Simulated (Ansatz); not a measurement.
# TaN: the cost of one run

Program: Ansatz 0.2.0. Level of theory: DFT r²SCAN+U (U_eff = 4 eV on Ta d), plane waves, PAW, no spin–orbit coupling unless a run says so. These are calculated values, not measurements.

1 further run of the same task is left out (it didn't finish).

### 1 The starting structure

It takes space group Fm-3m (No. 225, cubic). The conventional cell has a = 4.358 Å, b = 4.358 Å, c = 4.358 Å, α = 90.00°, β = 90.00°, γ = 90.00°. Around Ta (site symmetry m-3m) lie 6 N at 2.18 Å. Around N (site symmetry m-3m) lie 6 Ta at 2.18 Å.

Structure file:

```cif
data_structure
_symmetry_space_group_name_H-M 'Fm-3m'
_symmetry_Int_Tables_number 225
_cell_length_a 4.3580
_cell_length_b 4.3580
_cell_length_c 4.3580
_cell_angle_alpha 90.000
_cell_angle_beta 90.000
_cell_angle_gamma 90.000
_cell_volume 82.77
loop_
_atom_site_label
_atom_site_type_symbol
_atom_site_symmetry_multiplicity
_atom_site_Wyckoff_symbol
_atom_site_fract_x
_atom_site_fract_y
_atom_site_fract_z
_atom_site_occupancy
Ta1 Ta 4 b 0.50000 0.00000 0.00000 1
N1 N 4 a 0.00000 0.00000 0.00000 1
```

### 2 Ferromagnetic start, free, symmetry kept, no search

The input, input.yaml:

```yaml
crystal:
  lattice:
    - [0.0, 2.17900131, 2.17900131]
    - [2.17900131, 0.0, 2.17900131]
    - [2.17900131, 2.17900131, 0.0]
  atoms:
    - { symbol: Ta, position: [0.5, 0.5, 0.5], spin: 2.0 }
    - { symbol: "N", position: [0.0, 0.0, 0.0] }
basis:
  ecutwfc: 500
  ecutrho_ratio: 4
kpoints:
  mp_grid: { grid: [7, 7, 7] }
hamiltonian:
  xc: r2scan
  hubbard: { sites: [{ site: 0, l: d, u_eff: 4.0 }] }
scf:
  occupations: { method: gaussian, width: 0.05 }
  lower_state_search: "off"
  max_iter: 150
output:
  forces: true
  stress: true
  eigenvalues: true
  populations: true
  hubbard: { sites: [{ site: 0, l: d }] }
magnetization:
  spin_polarized: true
```

The run is started by

```console
$ ansatz run input.yaml --threads 2 --pin off --max-ram 3072MiB --backend cpu --events-out ev --progress --plain --runs-dir out
```

Q: Estimate wall time and peak memory on 2 threads of Intel Xeon Platinum 8488C (Sapphire Rapids), shared host.

About 5.6 s, with a peak of 0.41 GiB.
